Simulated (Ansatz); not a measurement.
C3H8SSi, SMILES C=CC([SiH3])S, a single point from an input written key by key

Computed with the Python package of Ansatz (0.2.0).

At the Python prompt:
```pycon
>>> import ansatz as az
>>> import numpy as np
>>> DECK = """
... crystal:
...   periodic: [false, false, false]
...   atoms:
...     - { symbol: C, position_ang: [-1.2133, -0.2341, 1.7412] }
...     - { symbol: C, position_ang: [-0.7572, -0.5324, 0.5353] }
...     - { symbol: C, position_ang: [0.011, 0.4034, -0.3581] }
...     - { symbol: Si, position_ang: [1.8332, -0.1897, -0.8068] }
...     - { symbol: S, position_ang: [-0.9022, 0.6567, -1.9047] }
...     - { symbol: H, position_ang: [-1.1295, 0.8188, 2.1491] }
...     - { symbol: H, position_ang: [-1.8037, -0.9045, 2.3181] }
...     - { symbol: H, position_ang: [-0.8895, -1.5257, 0.1651] }
...     - { symbol: H, position_ang: [0.1478, 1.3984, 0.1789] }
...     - { symbol: H, position_ang: [2.5944, -0.358, 0.4434] }
...     - { symbol: H, position_ang: [1.704, -1.5231, -1.4643] }
...     - { symbol: H, position_ang: [2.4829, 0.7802, -1.666] }
...     - { symbol: H, position_ang: [-2.0576, 1.1755, -1.3163] }
... basis:
...   gaussian: { orbitals: def2-SVP }
... hamiltonian:
...   xc: pbe0
... output:
...   forces: true
... """
>>> session = az.Session.from_yaml(DECK)
>>> report = session.plan(threads=1).execute().report
>>> for key in ("converged", "free_energy_ev", "reference_energy_ev", "n_frozen", "n_occupied", "n_virtual"):
...     print(f"{key:22s} {report[key]}")
...
converged              True
free_energy_ev         -21934.07101202175
reference_energy_ev    -21934.07101202175
n_frozen               0
n_occupied             [28, 28]
n_virtual              [90, 90]
>>> symbols = ["C", "C", "C", "Si", "S", "H", "H", "H", "H", "H", "H", "H", "H"]
>>> field = report["mean_field"]
>>> print("<S^2> =", round(abs(field["state"]["spin_squared"]), 4), " all-electron relativity setting:", field["relativity"])
<S^2> = 0.0  all-electron relativity setting: none
>>> print("passes:", field["passes"])
passes: {'evaluations': 15, 'products': 12}
>>> if "symmetry" in field:
...     print("occupied orbitals by irrep:", field["symmetry"]["occupied"])
...
occupied orbitals by irrep: [{'A': 28}, {'A': 28}]
>>> forces = np.array(report["forces_ev_ang"])
>>> print("largest force", round(float(np.linalg.norm(forces, axis=1).max()), 4), "eV/A, rms", round(float(np.sqrt((forces ** 2).mean())), 4))
largest force 2.3638 eV/A, rms 0.7023
>>> charges = report["charge_distribution"]
>>> dipole = np.array(charges["dipole_moment_e_ang"]) * 4.803205
>>> print("dipole (D): {:.3f} {:.3f} {:.3f}, length {:.3f}".format(*dipole, np.linalg.norm(dipole)))
dipole (D): -0.058 0.347 1.209, length 1.259
>>> print("atom  Mulliken   Lowdin")
atom  Mulliken   Lowdin
>>> for symbol, m, l in zip(symbols, charges["mulliken_charges_e"], charges["lowdin_charges_e"]):
...     print(f"{symbol:4s} {m:9.3f} {l:8.3f}")
...
C       -0.081   -0.017
C       -0.009   -0.079
C       -0.442   -0.308
Si       0.433    0.338
S       -0.077    0.239
H        0.052    0.022
H        0.048   -0.001
H        0.040    0.012
H        0.108    0.019
H       -0.056   -0.070
H       -0.054   -0.068
H       -0.050   -0.069
H        0.088   -0.017
```

Caveats:
- Total energies depend on the basis set; only differences at equal settings carry meaning.
- The geometry is a force-field or estimated start, not a minimum of this method, and the basis set is short of its limit.
- The Löwdin charges here are taken after orthogonalising the functions within each atom; they differ from plain Löwdin charges, and their signs can be unphysical.
- Finished in 6.3 s on 1 thread of Arm Neoverse V1 (shared host), peak memory 0.31 GiB.
